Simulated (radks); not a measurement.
# Cr⁺ in [Ar] 3d5: an all-electron calculation

The task here is to estimate one member of a computed series from the others.

Method: non-relativistic Kohn-Sham, r2SCAN, spin-polarised, spherical densities, point nucleus; open shells are filled with parallel spins first. Code: radks (a radial shooting solver on a logarithmic mesh, Libxc functionals) version 1.

**The atom as given**

| Quantity | Value |
| --- | --- |
| element | chromium (Z = 24) |
| charge | +1 |
| electrons | 23 |
| configuration | [Ar] 3d5 |

The outer shells:

Cr⁺
```
[Ar] core
3d [↑ ][↑ ][↑ ][↑ ][↑ ]
```

Set-up of the first run:

Settings of this run:

```text
Z 24
configuration [Ar] 3d5
relativity non-relativistic
functional r2scan,r2scan
spin polarised
nucleus point
```

Command:

```console
python run_ks.py task.json out
```

The same process makes all the runs of this session.

Steps of the session up to this table: Self-consistent calculation.

One table of the session follows, with a row left open; its other results are not shown here.

It belongs to the step «Radial structure». Sizes of the orbitals, from the radial functions (bohr):

| level | <r> | outermost maximum (interpolated) | 90 % within | nodes |
| --- | --- | --- | --- | --- |
| 1s down | 0.06420 | 0.0423 | 0.114 | 0 |
| 1s up | 0.06420 | 0.0423 | 0.114 | 0 |
| 2s up | 0.2956 | 0.246 | 0.458 | 1 |
| 2s down | 0.2949 | 0.246 | 0.457 | 1 |
| 2p up | 0.2611 | 0.199 | 0.428 | 0 |
| 2p down | ? | ? | ? | ? |
| 3s up | 0.9121 | 0.784 | 1.37 | 2 |
| 3s down | 0.9155 | 0.785 | 1.37 | 2 |
| 3p up | 0.9724 | 0.803 | 1.50 | 1 |
| 3p down | 0.9766 | 0.805 | 1.51 | 1 |
| 3d up | 1.357 | 0.841 | 2.40 | 0 |

Estimate the missing values for 2p down.

**Answer.** <r>: 0.2603; outermost maximum (interpolated): 0.199; 90 % within: 0.426; nodes: 0. In the column «<r>» it lies between 1s up (0.06420) and 2p up (0.2611).

Limits of these values: Open shells are spherical and high-spin; term and fine-structure splittings are not resolved.
